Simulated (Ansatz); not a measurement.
# triplet CH4F2OSi: levels of theory compared

We compute a comparison of 6 runs (UHF/3-21G, UB3LYP/6-31G*, UBHLYP/cc-pVDZ, UBLYP/cc-pVDZ, UPBE0/cc-pVDZ, UCCSD/cc-pVDZ) of triplet CH4F2OSi. 

The calculation is run with Ansatz 0.2.0.

99 further runs of the same task are left out: 2 that didn't finish, 97 set aside as unsound or not needed. Runs told in other sessions of the task aren't counted.

## 1. The structure to begin with

CH4F2OSi: 9 atoms, total charge 0, spin state triplet. As SMILES of the parent species, `C[Si](O)(F)F`. The shape is that of a PBE0-D4/def2-TZVP optimisation. This is one conformer, not always the lowest. That shape belongs to the parent species and isn't relaxed for this state.

Bond lengths: C1–Si2 1.831 Å, Si2–O3 1.621 Å, Si2–F4 1.590 Å, Si2–F5 1.590 Å, C1–H6 1.092 Å, C1–H7 1.092 Å, C1–H8 1.092 Å, O3–H9 0.958 Å. Some angles: C1–Si2–O3 109.9°, C1–Si2–F4 111.2°, C1–Si2–F5 111.2°, O3–Si2–F4 110.0°, O3–Si2–F5 110.0°, F4–Si2–F5 104.6°, Si2–C1–H6 110.5°, Si2–C1–H7 110.5°, Si2–C1–H8 110.6°, Si2–O3–H9 119.7°.

## 2. The energy at UHF/3-21G (run 1)

Input file job.yaml:

```yaml
crystal:
  periodic: [false, false, false]
  atoms:
    - symbol: C
      position_ang: [-1.189400, 0.338900, -0.162200]
    - symbol: Si
      position_ang: [0.580100, -0.130700, -0.192500]
    - symbol: O
      position_ang: [1.083400, -0.479900, 1.308000]
    - symbol: F
      position_ang: [0.827400, -1.374000, -1.151900]
    - symbol: F
      position_ang: [1.471900, 1.032700, -0.807900]
    - symbol: H
      position_ang: [-1.795500, -0.480100, 0.229600]
    - symbol: H
      position_ang: [-1.342100, 1.213300, 0.473300]
    - symbol: H
      position_ang: [-1.540100, 0.577500, -1.168100]
    - symbol: H
      position_ang: [1.992700, -0.743900, 1.454700]
basis:
  gaussian: {orbitals: 3-21G.json}
magnetization: {spin_polarized: true, initial_magnetization: 2}
hamiltonian: {xc: hf}
accuracy: high
output: {orbitals: {seedname: orbitals}}
```

The basis set 3-21G is read from a file made from the Basis Set Exchange's data (not shown).

Run with:

```bash
$ ansatz run job.yaml --threads 1 --pin off --max-ram 3480MiB --events-out events.jsonl --progress --plain --runs-dir runs
```

The log of the run:

```text
Warning: RAYON_NUM_THREADS=1 ignored (pool sized by the plan → 1); use --threads N
Functional definition: HF
  name "HF"
  exchange = exact_x
  correlation = 0
1284 factors; integrals over basis functions are off by at most 1.0e-8 eV
mean field evaluation 1: about -16307.4322 eV, gradient 3.0e1 eV
mean field evaluation 2: about -16307.4384 eV, gradient 3.0e1 eV
mean field evaluation 4: about -16311.0459 eV, gradient 2.3e0 eV
mean field evaluation 8: about -16311.3078 eV, gradient 2.8e-1 eV
mean field evaluation 16: about -16311.3175 eV, gradient 2.7e-8 eV
mean field evaluation 32: about -16310.2614 eV, gradient 6.6e0 eV
mean field evaluation 64: about -16310.7022 eV, gradient 3.9e0 eV
mean field evaluation 96: about -16310.5645 eV, gradient 1.2e0 eV
mean field evaluation 128: about -16310.1355 eV, gradient 1.9e0 eV
mean field evaluation 160: about -16312.8439 eV, gradient 1.5e1 eV
mean field evaluation 192: about -16309.3451 eV, gradient 1.7e1 eV
mean field evaluation 224: about -16313.1852 eV, gradient 2.5e-1 eV
mean field evaluation 256: about -16311.3175 eV, gradient 5.9e-5 eV
mean field -16314.09943569 eV, -599.5320961677 hartree, gradient 3.5e-8 eV, S^2 2.003079; 5 other end points of the search recorded, 0 dependent functions left out
reference -16314.09943569 eV, -599.5320961677 hartree; 26, 24 occupied and 31, 33 virtual orbitals, 1284 factors
Total energy: -16314.09943569 eV, -599.5320961677 hartree
```

Run time: 7.2 s. Hardware: 1 thread of Arm Neoverse V2, shared host; peak memory 0.17 GiB.

## 3. The energy at UB3LYP/6-31G(d) (spherical functions) (run 2)

Input file in.yaml:

```yaml
crystal:
  periodic: [false, false, false]
  atoms:
    - {symbol: C, position_ang: [-1.189400, 0.338900, -0.162200]}
    - {symbol: Si, position_ang: [0.580100, -0.130700, -0.192500]}
    - {symbol: O, position_ang: [1.083400, -0.479900, 1.308000]}
    - {symbol: F, position_ang: [0.827400, -1.374000, -1.151900]}
    - {symbol: F, position_ang: [1.471900, 1.032700, -0.807900]}
    - {symbol: H, position_ang: [-1.795500, -0.480100, 0.229600]}
    - {symbol: H, position_ang: [-1.342100, 1.213300, 0.473300]}
    - {symbol: H, position_ang: [-1.540100, 0.577500, -1.168100]}
    - {symbol: H, position_ang: [1.992700, -0.743900, 1.454700]}
basis:
  gaussian: {orbitals: 6-31G_st_-spherical.json}
magnetization: {spin_polarized: true, initial_magnetization: 2}
hamiltonian: {xc: {name: B3LYP}}
accuracy: high
output: {orbitals: {seedname: orbitals}}
```

The basis set 6-31G* is read from a file made from the Basis Set Exchange's data (not shown).

Run with:

```bash
$ ansatz run in.yaml --threads 1 --pin off --max-ram 3480MiB --events-out events.jsonl --progress --plain --runs-dir runs
```

The log of the run:

```text
Warning: RAYON_NUM_THREADS=1 ignored (pool sized by the plan → 1); use --threads N
Functional definition: B3LYP
  name "B3LYP"
  parameter a0 = 0.2
  parameter ax = 0.72
  parameter ac = 0.81
  exchange = (1 - a0 - ax)*slater_x + ax*b88_x + a0*exact_x
  correlation = (1 - ac)*vwn_rpa_c + ac*lyp_c
1858 factors; integrals over basis functions are off by at most 3.6e-9 eV
mean field evaluation 1: about -16447.8243 eV, gradient 4.6e1 eV
mean field evaluation 2: about -16423.8577 eV, gradient 8.6e1 eV
mean field evaluation 4: about -16452.8750 eV, gradient 2.6e1 eV
mean field evaluation 8: about -16456.5284 eV, gradient 1.4e-1 eV
mean field evaluation 16: about -16456.7618 eV, gradient 1.3e-3 eV
mean field evaluation 32: about -16456.7618 eV, gradient 5.4e-6 eV
mean field -16456.76180408 eV, -604.7748415061 hartree, gradient 6.8e-8 eV, S^2 2.002719; 5 other end points of the search recorded, 0 dependent functions left out
reference -16456.76184301 eV, -604.7748429366 hartree; 26, 24 occupied and 56, 58 virtual orbitals, 1858 factors
Total energy: -16456.76184301 eV, -604.7748429366 hartree
```

It took 32 s on 1 thread of Arm Neoverse V2, shared host; peak memory 0.41 GiB.

Run 3 isn't shown in full; the table further down has it.

## 4. A single-point energy at UBLYP/cc-pVDZ (run 4)

Input file run.yaml:

```yaml
crystal:
  periodic: [false, false, false]
  atoms:
    - {symbol: C, position_ang: [-1.189400, 0.338900, -0.162200]}
    - {symbol: Si, position_ang: [0.580100, -0.130700, -0.192500]}
    - {symbol: O, position_ang: [1.083400, -0.479900, 1.308000]}
    - {symbol: F, position_ang: [0.827400, -1.374000, -1.151900]}
    - {symbol: F, position_ang: [1.471900, 1.032700, -0.807900]}
    - {symbol: H, position_ang: [-1.795500, -0.480100, 0.229600]}
    - {symbol: H, position_ang: [-1.342100, 1.213300, 0.473300]}
    - {symbol: H, position_ang: [-1.540100, 0.577500, -1.168100]}
    - {symbol: H, position_ang: [1.992700, -0.743900, 1.454700]}
basis:
  gaussian:
    orbitals: cc-pVDZ
magnetization:
  spin_polarized: true
  initial_magnetization: 2
accuracy: high
output: {orbitals: {seedname: orbitals}}
hamiltonian:
  xc: {name: BLYP}
```

Run with:

```bash
$ ansatz run run.yaml --threads 1 --pin off --max-ram 3480MiB --events-out events.jsonl --progress --plain --runs-dir runs
```

The log of the run, shortened:

```text
Warning: RAYON_NUM_THREADS=1 ignored (pool sized by the plan → 1); use --threads N
Functional definition: BLYP
  name "BLYP"
[...]
2129 factors; integrals over basis functions are off by at most 3.5e-9 eV
[...]
mean field -16455.44415542 eV, -604.7264188111 hartree, gradient 2.1e-8 eV, S^2 2.002109; 8 other end points of the search recorded, 0 dependent functions left out
reference -16455.44421157 eV, -604.7264208746 hartree; 26, 24 occupied and 68, 70 virtual orbitals, 2129 factors
Total energy: -16455.44421157 eV, -604.7264208746 hartree
```

It took 43 s on 1 thread of Arm Neoverse V2, shared host; peak memory 0.35 GiB.

Run 5 isn't shown in full; the table further down has it.

## 5. The energy at UCCSD/cc-pVDZ (run 6)

Changes to run.yaml since step 4:

```diff
@@ -18,5 +18,7 @@
   initial_magnetization: 2
+correlation:
+  method: ccsd
+  frozen_orbitals: {C: 1, F: 1, H: 0, O: 1, Si: 5}
+scf:
+  omitted_lower_state_checks: [cluster_reference, increment]
 accuracy: high
-output: {orbitals: {seedname: orbitals}}
-hamiltonian:
-  xc: {name: BLYP}
```

Run with:

```bash
$ ansatz run run.yaml --threads 1 --pin off --max-ram 3480MiB --events-out events.jsonl --progress --plain --runs-dir runs
```

The log of the run:

```text
Warning: RAYON_NUM_THREADS=1 ignored (pool sized by the plan → 1); use --threads N
[... 15 lines left out ...]
9 core orbitals not correlated: weight in the atoms' cores, before any rotation towards them, 1.000 or more for the frozen orbitals, at most 0.000 for the correlated occupied ones
[... 37 lines left out ...]
Total energy: -16423.82265639 eV, -603.5643501556 hartree
Checks for a lower state left out: cluster_reference, increment
```

Run time: 3 min. Hardware: 1 thread of Arm Neoverse V2, shared host; peak memory 1.4 GiB.

## 6. The series

```csv
run,level,frozen core orbitals,energy (Eh),HOMO energy (eV),⟨S²⟩,wall time
1,UHF/3-21G,–,-599.532096,-3.61,2.003,7.2 s
2,UB3LYP/6-31G* (spherical functions),–,-604.774843,-1.45,2.003,32 s
3,UBHLYP/cc-pVDZ,–,-604.651949,-2.57,2.003,58 s
4,UBLYP/cc-pVDZ,–,-604.726421,-0.56,2.002,43 s
5,UPBE0/cc-pVDZ,–,-604.343322,-1.88,2.003,30 s
6,UCCSD/cc-pVDZ,9,-603.564350,–,2.005,3 min
```

## 7. Summary of results

| quantity | value |
| --- | --- |
| run 6: total energy | -603.56435 Eh |
| run 6: correlation energy (9 core orbitals frozen) | -794.2 mEh |
| run 6: ⟨S²⟩ of the reference determinant | 2.005 |
| run 6: T1 diagnostic | 0.018 |

Totals of different functionals can't be ranked against each other. All runs together took 5.8 min, the longest 3 min.
